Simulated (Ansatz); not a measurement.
# K6Ru2F11: the cost of one run

All numbers below are computed with Ansatz 0.2.0 (DFT PBEsol, plane waves, PAW, scalar-relativistic, no spin polarisation).

## (1) Starting point

The cell holds 19 atoms (F11K6Ru2): a = 6.361 Å, b = 6.361 Å, c = 9.135 Å, α = 90.00°, β = 90.00°, γ = 90.00°.

The coordinates stand in the first input below.

## (2) Run 1

30 steps of 3 fs at constant energy, with velocities drawn for 1400 K.

input.yaml

```yaml
crystal:
  lattice:
    - [6.361405, 0.0, 0.0]
    - [0.0, 6.361405, 0.0]
    - [0.0, 0.0, 9.135235]
  atoms:
    - { symbol: K, position: [0.5, 0.0, 0.25] }
    - { symbol: K, position: [0.0, 0.5, 0.25] }
    - { symbol: K, position: [0.0, 0.0, 0.5] }
    - { symbol: Ru, position: [0.0, 0.0, 0.0] }
    - { symbol: F, position: [0.0, 0.0, 0.2274654] }
    - { symbol: F, position: [0.2762517, 0.7237483, 0.5] }
    - { symbol: F, position: [0.0, 0.0, 0.7725346] }
    - { symbol: F, position: [0.2237483, 0.2237483, 0.0] }
    - { symbol: F, position: [0.2762517, 0.2762517, 0.5] }
    - { symbol: F, position: [0.7237483, 0.2762517, 0.5] }
    - { symbol: K, position: [0.0, 0.5, 0.75] }
    - { symbol: K, position: [0.5, 0.0, 0.75] }
    - { symbol: K, position: [0.5, 0.5, 0.0] }
    - { symbol: Ru, position: [0.5, 0.5, 0.5] }
    - { symbol: F, position: [0.5, 0.5, 0.7274654] }
    - { symbol: F, position: [0.7762517, 0.2237483, 0.0] }
    - { symbol: F, position: [0.7237483, 0.7237483, 0.5] }
    - { symbol: F, position: [0.7762517, 0.7762517, 0.0] }
    - { symbol: F, position: [0.2237483, 0.7762517, 0.0] }
total_charge: 1
basis:
  ecutwfc: 420.0
kpoints:
  mp_grid: { grid: [2, 2, 1] }
hamiltonian:
  xc: pbesol
scf:
  occupations: { method: fermi_dirac, width: 0.05 }
  lower_state_search: "off"
md:
  timestep: 3.0
  n_steps: 30
  ensemble: nve
  temperature: 1400.0
  initial_velocities: maxwell_boltzmann
  seed: 922646
```

The run is started by

```sh
> ansatz run input.yaml --threads 1 --pin off --max-ram 3072MiB --backend cpu --events-out ev --progress --plain --runs-dir out
```

What time and memory should one allow on 1 thread of Intel Xeon Platinum 8259CL at 2.50GHz (Skylake/Cascade Lake), shared host?

About 9.6 min, with a peak of 0.85 GiB.
